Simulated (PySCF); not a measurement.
# OsNBr: triplet, from a PBE0 minimum start

The task is one start of a wider search on OsNBr: the triplet, from a PBE0 minimum start. It is relaxed, tested by its Hessian and followed downhill if it is a saddle.

The runs use PySCF 2.14.0; PBE0, basis Os def2-SVP with ECP60, N def2-SVP, Br def2-SVP, scalar-relativistic core potentials, no spin–orbit coupling, density fitting.

## 1. The starting structure

3 atoms, charge 0, spin multiplicity 3.

Bond lengths: Os1–N2 1.623 Å, Os1–Br3 2.395 Å. Angles: N2–Os1–Br3 126.7°.

```xyz
3
charge 0 multiplicity 3
Os   -0.2188   -0.0968   -0.5712
N     0.6644    0.2938   -1.8750
Br    0.4142    0.1832    1.7216
```

## 2. Finding the electronic state

The steps below are one call of a driver around PySCF. For each, scf.py gives the equivalent set-up of the SCF; relaxations use the driver's own optimiser. After this first run the driver tries any further starts and a stability analysis.

scf.py reads:

```python
from pyscf import gto, scf, dft
mol = gto.M(atom='''
Os    -0.218850    -0.096772    -0.571150
N      0.664439     0.293803    -1.875028
Br     0.414195     0.183150     1.721573''',
    basis={'Os': 'def2-SVP', 'N': 'def2-SVP', 'Br': 'def2-SVP'},
    ecp={'Os': 'def2-SVP'},
    charge=0, spin=2)
mf = dft.UKS(mol, xc='PBE0')
mf.grids.atom_grid = (50, 194)
aux = {'Os': 'def2-universal-JKFIT', 'N': 'def2-universal-JKFIT', 'Br': 'def2-universal-JKFIT'}
mf = mf.density_fit(auxbasis=aux)
mf.conv_tol = 1e-08
mf.diis_space = 10
mf.max_cycle = 60
mf.init_guess = 'minao'
mf.verbose = 4
mf.kernel()
```

Run with:

```bash
$ OMP_NUM_THREADS=2 python axn.py task.json out
```

Further steps of the session: PBE0 minimum start, triplet: relaxation; Vibrations and properties at this point.

**Question.** What will these runs give? Wanted: minimum; geometry; wavenumbers; dipole moment; highest occupied, lowest empty level; polar-tensor charge of Os1; zero-point energy; atomisation energy; ⟨S²⟩.

As calculated:

```
                                          quantity                                        value
                                           minimum                                  triplet, Cs
                                          geometry  Os–Br 2.395 Å, Os–N 1.623 Å; Br–Os–N 126.7°
                                wavenumbers (cm⁻¹)                136 (a'), 265 (a'), 1195 (a')
                                     dipole moment                                       1.57 D
highest occupied, lowest empty level (either spin)                              -7.04, -3.92 eV
                        polar-tensor charge of Os1                                      +0.83 e
                                 zero-point energy                                   9.6 kJ/mol
                               entropy at 298.15 K                              317.6 J/(mol K)
         atomisation energy (no zero-point energy)                                   816 kJ/mol
                                              ⟨S²⟩                                        2.018
```

In words: The PBE0 minimum start keeps its Cs symmetry and ends in a minimum. In the infrared the band at 1195 cm⁻¹ (a', stretch) leads. Most of the spin sits on Os1 (Mulliken spin 1.88, against 2 for the whole molecule). Only this shape and spin were tried, so other structures or states may lie lower. Open d and f shells are described by one determinant, and the ground state may have another occupation or spin. With an element this heavy the missing spin–orbit coupling can shift these numbers.
